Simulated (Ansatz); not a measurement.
# ScHg: the cost of one run

Computed with Ansatz 0.2.0 (DFT PBEsol, scalar-relativistic, unless a step's input says otherwise).

### 1 The structure to begin with

The structure is cubic, space group Pm-3m (No. 221). Conventional cell: a = 3.480 Å, b = 3.480 Å, c = 3.480 Å, α = 90.00°, β = 90.00°, γ = 90.00°. Sc (site symmetry m-3m) is surrounded by 8 Hg at 3.01 Å. Hg (site symmetry m-3m) is surrounded by 8 Sc at 3.01 Å.

Structure file:

```cif
data_structure
_symmetry_space_group_name_H-M 'Pm-3m'
_symmetry_Int_Tables_number 221
_cell_length_a 3.4800
_cell_length_b 3.4800
_cell_length_c 3.4800
_cell_angle_alpha 90.000
_cell_angle_beta 90.000
_cell_angle_gamma 90.000
_cell_volume 42.14
loop_
_atom_site_label
_atom_site_type_symbol
_atom_site_symmetry_multiplicity
_atom_site_Wyckoff_symbol
_atom_site_fract_x
_atom_site_fract_y
_atom_site_fract_z
_atom_site_occupancy
Sc1 Sc 1 b 0.50000 0.50000 0.50000 1
Hg1 Hg 1 a 0.00000 0.00000 0.00000 1
```

The file gives the conventional cell by its symmetry; the runs use the cell typed in the input.

Structure: COD 1522352, as refined from experiment and not relaxed.

Atoms are numbered in the order of the input: Sc1, Hg2.

### 2 Volume × 0.94, LAPW

Input file input.yaml:

```yaml
crystal:
  lattice:
    - [3.4089596583, 0.0, 0.0]
    - [0.0, 3.4089596583, 0.0]
    - [0.0, 0.0, 3.4089596583]
  atoms:
    - { symbol: Sc, position: [0.5, 0.5, 0.5] }
    - { symbol: Hg, position: [0.0, 0.0, 0.0] }
kpoints:
  mp_grid: { grid: [12, 12, 12] }
  band_path:
    path:
      - [0.0, 0.0, 0.0]
      - [0.0, 0.5, 0.0]
      - [0.5, 0.5, 0.0]
      - [0.0, 0.0, 0.0]
      - [0.5, 0.5, 0.5]
      - [0.0, 0.5, 0.0]
      - [0.5, 0.5, 0.5]
      - [0.5, 0.5, 0.0]
    npoints: 5
scf:
  occupations: { method: fermi_dirac, width: 0.08 }
hamiltonian:
  xc: pbesol
  pseudopotentials: { kind: all_electron, lapw: { basis_error: 0.0005 } }
output:
  forces: true
  stress: true
  eigenvalues: true
```

Started as:

```
> ansatz run input.yaml --threads 1 --pin off --max-ram 3072MiB --backend cpu --events-out ev --progress --plain --runs-dir out
```

**Question.** How long does this run take on 1 thread of Arm Neoverse V2, shared host, and how much memory does it need?

About 27 s, with a peak of 0.44 GiB.
